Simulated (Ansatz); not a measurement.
What does this script print? It uses the Python package of Ansatz (0.2.0).

Script `kconv.py`:
```python
"""k-point test for Hg."""

import warnings

import ansatz as az
import matplotlib.pyplot as plt

warnings.simplefilter("ignore", az.DeckWarning)

xtal = (
    az.Lattice.from_parameters(5.466696, 5.466696, 3.185218, alpha=90.0, beta=90.0, gamma=120.0)
    .atom("Hg", (1 / 3, 2 / 3, 0.5))
    .atom("Hg", (2 / 3, 1 / 3, 0.5))
    .atom("Hg", (0.0, 0.0, 0.0))
)

model = xtal.calculation()
model = model.functional("PBEsol")
model = model.basis(510)
model = model.occupations("cold", width=0.1)

rows = []
for value in [(2, 2, 2), (2, 2, 3), (3, 3, 4), (4, 4, 6), (5, 5, 7), (6, 6, 9)]:
    report = model.kpoints(mesh=value).run(threads=1).report
    rows.append((value, report["free_energy_ev"] / len(report["lattice"]["sites"]), report["n_iterations"], report["n_kpoints"]))

print("        mesh   F/atom (eV)    iterations      k-points")
for row in rows:
    print(f"{str(row[0]):>12s}  {row[1]:12.5f}  {row[2]:12d}  {row[3]:12d}")

# differences from the last row
for row in rows[:-1]:
    shift = 1000 * (row[1] - rows[-1][1])
    print(f"{row[0]}: {shift:+.2f} meV/atom" + ("  (within 1 meV)" if abs(shift) < 1 else ""))
plt.figure(figsize=(4.5, 3))
plt.plot([str(row[0]) for row in rows], [1000 * (row[1] - rows[-1][1]) for row in rows], "o-")
plt.xlabel("mesh")
plt.ylabel("F - F(last) (meV/atom)")
plt.tight_layout()
plt.savefig("kconv.png", dpi=100)
```

```console
$ python kconv.py
        mesh   F/atom (eV)    iterations      k-points
   (2, 2, 2)  -13667.35290             8             4
   (2, 2, 3)  -13667.92824             6             4
   (3, 3, 4)  -13667.89832             6             9
   (4, 4, 6)  -13667.95875             7            16
   (5, 5, 7)  -13667.96742             6            20
   (6, 6, 9)  -13667.97165             6            35
(2, 2, 2): +618.75 meV/atom
(2, 2, 3): +43.41 meV/atom
(3, 3, 4): +73.33 meV/atom
(4, 4, 6): +12.90 meV/atom
(5, 5, 7): +4.23 meV/atom
```

What to keep in mind:
- Spin-orbit coupling, which matters for elements this heavy, is left out.
- This isn't the structure that Hg takes at ambient conditions.
- Shifts are counted from the finest mesh, which is itself no proven limit.
- It ran for 11 s on 1 thread of Intel(R) Xeon(R) Processor @ 2.30GHz, with other jobs on the host, peak memory 0.61 GiB.
